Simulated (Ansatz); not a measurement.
# CH6FNSn: how energies converge with the basis set

The task here is to estimate one member of a computed series from the others.

Computed with Ansatz 0.2.0, Gaussian basis. Level: one geometry, several basis sets.

The runs, in order: PBE0-D4/def2-SVP; ωB97M-V/def2-SVP; PBE0-D4/def2-QZVPP; ωB97M-V/def2-QZVPP; the functionals' def2-TZVPP values are taken from earlier runs.

1 further run of the same task is left out (for a known fault of the program).

### Structure used throughout

An earlier PBE0-D4 in a triple-zeta def2 set relaxation fixed the geometry. Sn takes the def2 core potential; no spin-orbit term is included.

SMILES `[CH3][SnH]([NH2])[F]`, 10 atoms, charge 0, spin multiplicity 1.

Atoms are counted from 1 here; the program's logs count them from 0.

Bond lengths: C1–Sn2 2.121 Å, C1–H5 1.090 Å, C1–H6 1.090 Å, C1–H7 1.089 Å, Sn2–N3 2.000 Å, Sn2–F4 1.931 Å, Sn2–H8 1.704 Å, N3–H9 1.008 Å, N3–H10 1.008 Å. Angles: Sn2–C1–H5 108.9°, Sn2–C1–H6 110.7°, Sn2–C1–H7 109.4°, H5–C1–H6 109.4°, H5–C1–H7 109.0°, H6–C1–H7 109.5°, C1–Sn2–N3 112.0°, C1–Sn2–F4 103.5°, C1–Sn2–H8 120.3°, N3–Sn2–F4 105.0°, N3–Sn2–H8 111.0°, F4–Sn2–H8 103.2°, Sn2–N3–H9 117.9°, Sn2–N3–H10 118.0°, H9–N3–H10 110.2°.

The first run:

The input, in.yaml:

```yaml
crystal:
  periodic: [false, false, false]
  atoms:
    - {symbol: C, position_ang: [-1.023269, 1.186913, 0.305621]}
    - {symbol: Sn, position_ang: [-0.012580, -0.424079, -0.632751]}
    - {symbol: N, position_ang: [1.522154, -1.085230, 0.465770]}
    - {symbol: F, position_ang: [-1.308591, -1.855366, -0.593429]}
    - {symbol: H, position_ang: [-1.191482, 0.935387, 1.352858]}
    - {symbol: H, position_ang: [-0.432425, 2.100720, 0.242845]}
    - {symbol: H, position_ang: [-1.985321, 1.342460, -0.181289]}
    - {symbol: H, position_ang: [0.413327, -0.329323, -2.280273]}
    - {symbol: H, position_ang: [1.719677, -0.610708, 1.333160]}
    - {symbol: H, position_ang: [2.381606, -1.311974, -0.009711]}
basis:
  gaussian: {orbitals: def2-SVP}
hamiltonian: {xc: pbe0, dispersion: d4}
output: {orbitals: {seedname: orbitals}}
```

The run is started by

```sh
> ansatz run in.yaml --threads 4 --pin off --events-out ev --progress --plain --max-ram 10444MiB
```

Among the steps run: PBE0-D4 in def2-SVP; ωB97M-V in def2-SVP; PBE0-D4 in def2-QZVPP; ωB97M-V in def2-QZVPP.

One of the session's tables, all rows but one given; the rest of the session is left out.

```
functional       basis  HOMO (eV)  LUMO (eV)
   PBE0-D4    def2-SVP      -7.19       0.40
   PBE0-D4  def2-TZVPP      -7.45      -0.04
   PBE0-D4  def2-QZVPP      -7.50      -0.25
   ωB97M-V    def2-SVP      -9.56       2.22
   ωB97M-V  def2-TZVPP      -9.84       1.52
   ωB97M-V  def2-QZVPP          ?          ?
```

Estimate the missing values for ωB97M-V, def2-QZVPP.

As computed: HOMO (eV): -9.89; LUMO (eV): 1.07. In the column «HOMO (eV)» it is the lowest.
